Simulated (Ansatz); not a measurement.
BrHSSn, SMILES [SH][Sn][Br], vertical and adiabatic energies of changing the electron count

Program: Ansatz 0.2.0, Python API.

The script reads `brhssn.xyz`:
```text
4

S    -0.04040    1.27270   -0.94740
Sn   -1.16670   -0.63210   -0.01650
Br    0.56060   -2.27090    0.71960
H     0.70210    1.56990    0.22390
```

`adiabatic.py`:
```python
import warnings

import ansatz as az
import numpy as np

BASIS = 'def2-SVP'
FUNCTIONAL = 'r2scan'
NET_CHARGE = 1


def main() -> None:
    warnings.simplefilter('ignore', az.DeckWarning)

    system = az.Crystal.molecule_from_extxyz('brhssn.xyz')

    job = (
        system.calculation()
        .basis(gaussian=BASIS)
        .functional(FUNCTIONAL)
    )
    symbols = [site.symbol for site in system.cartesian_sites]
    start = np.array([site.position_ang for site in system.cartesian_sites], dtype=float)
    report = job.relax(force_tolerance=0.01, max_steps=100).run(threads=1, backend='cpu').report
    end = np.array(report['positions_ang'])

    minimum = az.Crystal.molecule()
    for symbol, place in zip(symbols, end):
        minimum = minimum.atom(symbol, place.tolist())
    ion = (
        minimum.calculation()
        .basis(gaussian=BASIS)
        .functional(FUNCTIONAL)
        .charge(NET_CHARGE)
        .spin('collinear', total=1)
    )
    vertical = ion.run(threads=1, backend='cpu').report
    settled = ion.relax(force_tolerance=0.01, max_steps=80).run(threads=1, backend='cpu').report
    print(f'vertical ionisation energy   {vertical["free_energy_ev"] - report["free_energy_ev"]:.3f} eV')
    print(f'adiabatic, no zero point     {settled["free_energy_ev"] - report["free_energy_ev"]:.3f} eV')
    print(f'relaxation energy of the ion {vertical["free_energy_ev"] - settled["free_energy_ev"]:.3f} eV')
    ionised = np.array(settled['positions_ang'])
    print('final positions (A) and the move of each atom')
    for symbol, xyz, old in zip(symbols, ionised, end):
        print(f'{symbol:2s} {xyz[0]:10.5f} {xyz[1]:10.5f} {xyz[2]:10.5f}   {np.linalg.norm(xyz - old):7.4f}')


if __name__ == '__main__':
    main()
```

```console
$ python adiabatic.py
vertical ionisation energy   9.309 eV
adiabatic, no zero point     9.167 eV
relaxation energy of the ion 0.142 eV
final positions (A) and the move of each atom
S    -0.29471    1.54653   -0.66128    0.1291
Sn   -1.07233   -0.69490   -0.20754    0.2537
Br    0.51335   -2.18501    0.93527    0.3414
H     0.90928    1.27298   -0.08685    0.2195
```

Notes:
- The energies are electronic: no zero-point or thermal terms, and the basis set is short of its limit. The product may relax into another structure. Each relaxation finds its nearest minimum, which needn't be the lowest.
- def2 sets replace the cores of elements past krypton by effective core potentials.
- Timing: 2.7 min on 1 thread of Arm Neoverse V2, with other jobs on the host, peak memory 0.3 GiB.
